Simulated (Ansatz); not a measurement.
# AlH₃O₃ + NH₃: a complex and its separated parts

The complex below is one end of an elementary step. How strongly is it bound against its free parts?

The runs use Ansatz 0.2.0, Gaussian basis; PBE0-D4/def2-TZVP structures, single points in def2-TZVPP, no counterpoise correction.

Levels: SPW92, PBE-D4, BLYP-D4, r2SCAN-D4, B97M-V, PBE0-D4, B3LYP-D4, r2SCAN0-D4, BHLYP-D4, CAM-B3LYP-D4, wB97X-V, wB97M-V, B2PLYP, PBE-QIDH, RPA on PBE, Hartree-Fock, MP2, CCSD, CCSD(T).

Correlated methods freeze the cores. B3LYP uses VWN-RPA correlation. B2PLYP carries no dispersion term here.

94 further runs of the same task are left out: 94 set aside as unsound or not needed. Runs told in other sessions of the task aren't counted.

## (1) The starting structure

The complex: 11 atoms, charge 0, spin multiplicity 1.

Atoms are counted from 1 here; the program's logs count them from 0.

Bond lengths: Al1–O2 1.723 Å, Al1–O3 1.723 Å, Al1–O4 1.723 Å, Al1–N6 2.014 Å, O2–H7 0.955 Å, O3–H8 0.955 Å, O4–H9 0.955 Å, H5–N6 1.014 Å, N6–H10 1.014 Å, N6–H11 1.014 Å. Angles: O2–Al1–O3 117.4°, O2–Al1–O4 117.5°, O2–Al1–N6 99.3°, O3–Al1–O4 117.4°, O3–Al1–N6 99.4°, O4–Al1–N6 99.3°, Al1–O2–H7 120.6°, Al1–O3–H8 120.5°, Al1–O4–H9 120.6°, Al1–N6–H5 110.0°, Al1–N6–H10 110.0°, Al1–N6–H11 110.0°, H5–N6–H10 108.9°, H5–N6–H11 108.9°, H10–N6–H11 108.9°.

Geometry (Å):

```mol
AlH6NO3
  3D, bonds by distance, orders not assigned

 11 10  0  0  0  0  0  0  0  0999 V2000
    0.1344   -0.5094    0.0024 Al  0  0
    1.2267   -0.5148   -1.3299 O   0  0
    0.8113   -0.6157    1.5831 O   0  0
   -1.4209   -1.2087   -0.2429 O   0  0
    0.1906    1.9449   -0.6735 H   0  0
   -0.3799    1.4379   -0.0053 N   0  0
    1.0959   -1.1124   -2.0628 H   0  0
    1.7013   -0.9372    1.7091 H   0  0
   -1.7628   -1.8592    0.3664 H   0  0
   -1.3559    1.5376   -0.2632 H   0  0
   -0.2406    1.8373    0.9167 H   0  0
  1  2  8  0
  1  3  8  0
  1  4  8  0
  1  6  8  0
  2  7  8  0
  3  8  8  0
  4  9  8  0
  5  6  8  0
  6 10  8  0
  6 11  8  0
M  END
```

Its parts: AlH₃O₃ holds atoms 1, 2, 3, 4, 7, 8, 9; NH₃ holds atoms 5, 6, 10, 11. Each part counts its atoms afresh in its own runs.

## (2) Relaxing AlH₃O₃ alone

relax-a/in.yaml

```yaml
crystal:
  periodic: [false, false, false]
  atoms:
    - {symbol: Al, position_ang: [0.134378, -0.509450, 0.002412]}
    - {symbol: O, position_ang: [1.226735, -0.514813, -1.329922]}
    - {symbol: O, position_ang: [0.811260, -0.615735, 1.583116]}
    - {symbol: O, position_ang: [-1.420890, -1.208705, -0.242939]}
    - {symbol: H, position_ang: [1.095886, -1.112381, -2.062792]}
    - {symbol: H, position_ang: [1.701324, -0.937179, 1.709100]}
    - {symbol: H, position_ang: [-1.762796, -1.859242, 0.366350]}
basis:
  gaussian: {orbitals: def2-TZVP}
hamiltonian: {xc: pbe0, dispersion: d4}
relax: {f_tol: 0.005, max_steps: 200}
```

The run is started by

```sh
ansatz run in.yaml --threads 8 --pin off --events-out ev --progress --plain --max-ram 19148MiB
```

The runs that follow: Relaxing NH₃ alone; SPW92/def2-TZVPP; PBE-D4/def2-TZVPP; BLYP-D4/def2-TZVPP; r2SCAN-D4/def2-TZVPP; B97M-V/def2-TZVPP; PBE0-D4/def2-TZVPP; B3LYP-D4/def2-TZVPP; r2SCAN0-D4/def2-TZVPP; BHLYP-D4/def2-TZVPP; CAM-B3LYP-D4/def2-TZVPP; wB97X-V/def2-TZVPP; wB97M-V/def2-TZVPP; B2PLYP/def2-TZVPP; PBE-QIDH/def2-TZVPP; RPA on PBE/def2-TZVPP; CCSD(T)/def2-TZVPP; Vibrations of AlH₃O₃; Vibrations of NH₃.

Before running it: what results should come out? Wanted: complex less parts, CCSD(T)/def2-TZVPP; with zero-point energy; largest T1 diagnostic.

**Answer**, as computed:

| quantity | value |
| --- | --- |
| complex less parts, CCSD(T)/def2-TZVPP | -29.8 kcal/mol |
| with zero-point energy | -27.4 kcal/mol |
| largest T1 diagnostic | 0.012 |

At CCSD(T) the complex lies 29.8 kcal/mol below its parts. Among the functionals B97M-V lands nearest to CCSD(T) (+0.2 kcal/mol) and SPW92 farthest (-5.4 kcal/mol). Mean unsigned error by rung: LDA 5.4, GGA 1.4, meta-GGA 0.6, hybrid 1.2, range-separated hybrid 0.5, double hybrid 1.4 kcal/mol. The double hybrids carry no dispersion term here, unlike the levels marked D4 or V. PBE-D4 gives a relative energy 0.6 kcal/mol too high, inside chemical accuracy (1 kcal/mol). No counterpoise was applied, and triple zeta lacks some correlation, so the CCSD(T) reference has a basis error of its own, and close matches with it are partly luck.
